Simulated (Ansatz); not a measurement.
HfIn4SiO6:

```
Hf In Si O
1.0
     5.27743    0.00000    0.00000
    -2.63872    4.57039    0.00000
     0.00000    0.00000   10.55905
Hf In Si O
1 4 1 6
Direct
  0.00000 0.00000 0.00000
  0.33333 0.66667 0.30446
  0.33333 0.66667 0.69554
  0.66667 0.33333 0.78919
  0.66667 0.33333 0.21081
  0.33333 0.66667 0.00000
  0.30634 0.37162 0.89972
  0.62838 0.69366 0.10028
  0.62838 0.93471 0.89972
  0.06529 0.37162 0.10028
  0.06529 0.69366 0.89972
  0.30634 0.93471 0.10028
```

The cell was built by a generator and needn't be a form met in nature.

| Quantity | Value |
| --- | --- |
| Program | Ansatz 0.2.0 |
| Task | relaxation of cell and atoms |
| Functional | r2SCAN |
| Potentials or basis | Ansatz PAW |
| Cutoff | 500 eV (not typed: the program's choice for these potentials) |
| k mesh | 4 × 4 × 2 |
| Occupations | fermi-dirac, width 0.05 eV |
| Spin | no spin polarisation |

At the start: volume 21.22 Å³/atom.

How do energy, volume and symmetry change on relaxing?

It ends after 8 steps and the volume is 19.56 Å³/atom (-7.9 %); space group P312 (No. 149, to 0.05 Å).

The path:
```
step  energy change (eV)  largest force (eV/Å)  volume (Å³)
   1              0.0000                0.2802       254.68
   2             -0.0610                0.3660       246.53
   3             -0.0975                0.1148       244.83
   4             -0.1058                0.0808       242.67
   5             -0.1134                0.0912       237.59
   6             -0.1170                0.0313       233.94
   7             -0.1171                0.0015       234.68
   8             -0.1113                0.0015       234.68
```

Final structure:
```
Hf In Si O
1.0
     5.17309    0.00000    0.00000
    -2.58655    4.48002    0.00000
     0.00000    0.00000   10.12605
Hf In Si O
1 4 1 6
Direct
  0.00000 0.00000 0.00000
  0.33333 0.66667 0.31723
  0.33333 0.66667 0.68277
  0.66667 0.33333 0.78020
  0.66667 0.33333 0.21980
  0.33333 0.66667 0.00000
  0.31317 0.37273 0.89662
  0.62727 0.68683 0.10338
  0.62727 0.94044 0.89662
  0.05956 0.37273 0.10338
  0.05956 0.68683 0.89662
  0.31317 0.94044 0.10338
```

Caveat: the plane-wave basis is chosen anew once the cell has moved, so the energies of steps on either side of that aren't comparable; the PAW data sets come from PBE, with cores solved anew for the run's functional, which leaves a small shift of forces and pressure.
